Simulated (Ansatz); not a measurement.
# C₄H₃F₃: small, medium and large basis sets

The task here is to estimate one member of a computed series from the others.

The runs use Ansatz 0.2.0, Gaussian basis; one geometry, several basis sets.

Plan: PBE0-D4/def2-SVP; ωB97M-V/def2-SVP; PBE0-D4/def2-QZVPP; ωB97M-V/def2-QZVPP; the functionals' def2-TZVPP values are taken from earlier runs.

## Structure used throughout

All runs share one geometry, relaxed beforehand with PBE0-D4 in a triple-zeta def2 set.

SMILES `F/C=C/C(F)=C\F`, 10 atoms, charge 0, spin multiplicity 1.

Atoms are counted from 1 here; the program's logs count them from 0.

Bond lengths: F1–C2 1.330 Å, C2–C3 1.327 Å, C2–H8 1.083 Å, C3–C4 1.437 Å, C3–H9 1.083 Å, C4–F5 1.343 Å, C4–C6 1.330 Å, C6–F7 1.335 Å, C6–H10 1.081 Å. Angles: F1–C2–C3 121.2°, F1–C2–H8 113.1°, C3–C2–H8 125.7°, C2–C3–C4 122.5°, C2–C3–H9 120.2°, C4–C3–H9 117.4°, C3–C4–F5 116.3°, C3–C4–C6 126.7°, F5–C4–C6 117.0°, C4–C6–F7 120.6°, C4–C6–H10 124.4°, F7–C6–H10 115.0°.

The first run:

The input, in.yaml:

```yaml
crystal:
  periodic: [false, false, false]
  atoms:
    - {symbol: F, position_ang: [-2.256417, 1.754291, 0.733469]}
    - {symbol: C, position_ang: [-1.624327, 0.751447, 0.129666]}
    - {symbol: C, position_ang: [-0.329934, 0.536406, 0.327008]}
    - {symbol: C, position_ang: [0.379929, -0.538410, -0.310806]}
    - {symbol: F, position_ang: [-0.340623, -1.324861, -1.127423]}
    - {symbol: C, position_ang: [1.670704, -0.830204, -0.174118]}
    - {symbol: F, position_ang: [2.453451, -0.096049, 0.619279]}
    - {symbol: H, position_ang: [-2.271838, 0.165088, -0.510033]}
    - {symbol: H, position_ang: [0.234122, 1.181563, 0.989120]}
    - {symbol: H, position_ang: [2.168033, -1.650370, -0.673363]}
basis:
  gaussian: {orbitals: def2-SVP}
hamiltonian: {xc: pbe0, dispersion: d4}
output: {orbitals: {seedname: orbitals}}
```

Among the steps run: PBE0-D4 in def2-SVP; ωB97M-V in def2-SVP; PBE0-D4 in def2-QZVPP; ωB97M-V in def2-QZVPP.

One table of the session follows, with a row left open; its other results are not shown here.

It belongs to the step «Density functionals: the series». 

```
functional       basis  HOMO (eV)
   PBE0-D4    def2-SVP      -6.73
   PBE0-D4  def2-TZVPP          ?
   PBE0-D4  def2-QZVPP      -6.88
   ωB97M-V    def2-SVP      -8.81
   ωB97M-V  def2-TZVPP      -8.95
   ωB97M-V  def2-QZVPP      -8.99
```

Estimate the missing values for PBE0-D4, def2-TZVPP.

**Answer.** HOMO (eV): -6.84. In the column «HOMO (eV)» it lies between PBE0-D4, def2-QZVPP (-6.88) and PBE0-D4, def2-SVP (-6.73).
